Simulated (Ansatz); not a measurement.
# ClFHIn: the cost of one run

Computed with Ansatz 0.2.0, Gaussian basis. Level: single points in def2-TZVPP.

Correlated methods freeze the cores. Filled d shells of the heavier atoms are correlated. Core potentials replace the inner electrons past krypton, and spin-orbit coupling is left out.

**1. The starting structure**

4 atoms, charge 0, spin multiplicity 1.

Atoms are counted from 1 here; the program's logs count them from 0.

Bond lengths: F1–In2 1.955 Å, In2–Cl3 2.332 Å, In2–H4 1.729 Å. Angles: F1–In2–Cl3 112.3°, F1–In2–H4 107.0°, Cl3–In2–H4 140.6°.

Coordinates:

```xyz
4
ClFHIn
F    -1.5529   -0.0310    0.8984
In    0.0887    0.1164   -0.1530
Cl    1.6730   -1.4864    0.4482
H    -0.1361    1.4230   -1.2622
```

**2. CCSD(T)/def2-TZVPP**

run/in.yaml

```yaml
crystal:
  periodic: [false, false, false]
  atoms:
    - {symbol: F, position_ang: [-1.552900, -0.031000, 0.898400]}
    - {symbol: In, position_ang: [0.088700, 0.116400, -0.153000]}
    - {symbol: Cl, position_ang: [1.673000, -1.486400, 0.448200]}
    - {symbol: H, position_ang: [-0.136100, 1.423000, -1.262200]}
basis:
  gaussian: {orbitals: def2-TZVPP}
correlation: {method: ccsd_t}
output: {forces: true}
```

On the command line:

```bash
ansatz run in.yaml --threads 4 --pin off --events-out ev --progress --plain --max-ram 5222MiB
```

Q: Estimate wall time and peak memory on 4 threads of Intel Xeon 6975P-C, shared host.

About 43 s, with a peak of 1.6 GiB.
